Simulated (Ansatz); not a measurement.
# C2H4GaN (SMILES N=C=[CH][GaH2]): CAM-B3LYP/def2-SVP

What is the electronic atomisation energy of C2H4GaN at CAM-B3LYP/def2-SVP? 

The results are computed with Ansatz 0.2.0.

48 further runs of the same task are left out: 48 set aside as unsound or not needed. Runs told in other sessions of the task aren't counted.

**1. Starting point**

C2H4GaN: 8 atoms, total charge 0, spin state singlet. SMILES: `N=C=[CH][GaH2]`. The shape is that of a PBE0-D4/def2-TZVP optimisation.

Bond lengths: N1–C2 1.214 Å, C2–C3 1.309 Å, C3–Ga4 1.931 Å, N1–H5 1.014 Å, C3–H6 1.084 Å, Ga4–H7 1.565 Å, Ga4–H8 1.565 Å. Angles: N1–C2–C3 173.8°, C2–C3–Ga4 119.1°, C2–N1–H5 119.2°, C2–C3–H6 118.2°, Ga4–C3–H6 122.7°, C3–Ga4–H7 118.3°, C3–Ga4–H8 118.1°, H7–Ga4–H8 123.7°.

**2. The energy at CAM-B3LYP/def2-SVP**

The input, input.yaml:

```yaml
crystal:
  periodic: [false, false, false]
  atoms:
    - {symbol: "N", position_ang: [0.336900, 2.061700, -0.854600]}
    - {symbol: C, position_ang: [0.365600, 1.114900, -0.096000]}
    - {symbol: C, position_ang: [0.472300, 0.025700, 0.622800]}
    - {symbol: Ga, position_ang: [-0.381300, -1.593600, 0.007200]}
    - {symbol: H, position_ang: [-0.411400, 2.740600, -0.770200]}
    - {symbol: H, position_ang: [1.040500, 0.073900, 1.545200]}
    - {symbol: H, position_ang: [-0.231900, -2.886400, 0.876300]}
    - {symbol: H, position_ang: [-1.190600, -1.536800, -1.330700]}
basis:
  gaussian: {orbitals: def2-SVP}
hamiltonian: {xc: {name: CAM-B3LYP}}
accuracy: high
output: {orbitals: {seedname: orbitals}}
```

Started as:

```sh
$ ansatz run input.yaml --threads 1 --pin off --max-ram 3480MiB --events-out events.jsonl --progress --plain --runs-dir runs
```

Log:

```text
Warning: RAYON_NUM_THREADS=1 ignored (pool sized by the plan → 1); use --threads N
Functional definition: CAM-B3LYP
  name "CAM-B3LYP"
  parameter alpha = 0.19
  parameter beta = 0.46
  parameter omega = 0.33/bohr
  parameter ac = 0.81
  exchange = (1 - alpha - beta)*b88_x + beta*b88_x_sr(omega) + alpha*exact_x + beta*exact_x_lr(omega)
  correlation = (1 - ac)*vwn5_c + ac*lyp_c
2065 factors; integrals over basis functions are off by at most 9.3e-9 eV
423 factors; integrals over basis functions are off by at most 2.1e-9 eV
mean field evaluation 1: about -55992.4311 eV, gradient 4.8e1 eV
mean field evaluation 2: about -55992.2150 eV, gradient 5.0e1 eV
mean field evaluation 4: about -55997.1626 eV, gradient 2.9e0 eV
mean field evaluation 8: about -55997.3045 eV, gradient 3.0e-1 eV
mean field evaluation 16: about -55997.3048 eV, gradient 6.8e-5 eV
mean field -55997.30479051 eV, -2057.8629947149 hartree, gradient 4.7e-8 eV, S^2 0.000000; 0 other end points of the search recorded, 0 dependent functions left out
reference -55997.30481027 eV, -2057.8629954409 hartree; 27, 27 occupied and 67, 67 virtual orbitals, 2065 factors
Total energy: -55997.30481027 eV, -2057.8629954409 hartree
```

It took 9.6 s on 1 thread of Arm Neoverse V1, shared host; peak memory 0.38 GiB.

**3. The C atom, same level**

The input, run.yaml:

```yaml
crystal:
  periodic: [false, false, false]
  atoms:
    - symbol: C
      position_ang: [0.000000, 0.000000, 0.000000]
basis:
  gaussian: {orbitals: def2-SVP}
total_charge: 0
magnetization: {spin_polarized: true, initial_magnetization: 2}
hamiltonian: {xc: {name: CAM-B3LYP}}
accuracy: high
```

Run the same way, it converges to -37.79154 Eh (log not shown).

**4. The Ga atom**

The input, input.yaml:

```yaml
crystal:
  periodic: [false, false, false]
  atoms:
    - symbol: Ga
      position_ang: [0.000000, 0.000000, 0.000000]
basis:
  gaussian:
    orbitals: def2-SVP
magnetization:
  spin_polarized: true
  initial_magnetization: 1
hamiltonian:
  xc: {name: CAM-B3LYP}
accuracy: high
```

Run the same way, it converges to -1924.67750 Eh (log not shown).

**5. The H atom, same level**

The input, run.yaml:

```yaml
basis:
  gaussian:
    orbitals: def2-SVP
crystal:
  periodic: [false, false, false]
  atoms:
    - {symbol: H, position_ang: [0.000000, 0.000000, 0.000000]}
magnetization:
  spin_polarized: true
  initial_magnetization: 1
hamiltonian:
  xc: {name: CAM-B3LYP}
accuracy: high
```

Run the same way, it converges to -0.49790 Eh (log not shown).

**6. The N atom**

The input, in.yaml:

```yaml
crystal:
  periodic: [false, false, false]
  atoms:
    - {symbol: N, position_ang: [0.000000, 0.000000, 0.000000]}
basis:
  gaussian:
    orbitals: def2-SVP
magnetization:
  spin_polarized: true
  initial_magnetization: 3
hamiltonian:
  xc: {name: CAM-B3LYP}
accuracy: high
```

Run the same way, it converges to -54.51628 Eh (log not shown).

**7. What came out**

Level: CAM-B3LYP/def2-SVP.

| quantity | value |
| --- | --- |
| molecule: total energy | -2057.86300 Eh |
| molecule: HOMO energy | -8.22 eV |
| molecule: LUMO energy | -0.51 eV |
| molecule: HOMO–LUMO gap | 7.71 eV |
| C atom: total energy | -37.79154 Eh |
| C atom: ⟨S²⟩ | 2.002 |
| Ga atom: total energy | -1924.67750 Eh |
| Ga atom: ⟨S²⟩ | 0.753 |
| H atom: total energy | -0.49790 Eh |
| H atom: ⟨S²⟩ | 0.750 |
| N atom: total energy | -54.51628 Eh |
| N atom: ⟨S²⟩ | 3.753 |
| electronic atomisation energy | 29.784 eV |

Taking the molecule apart into free atoms costs 29.78 eV (687 kcal/mol), before zero-point energy and without spin-orbit coupling.
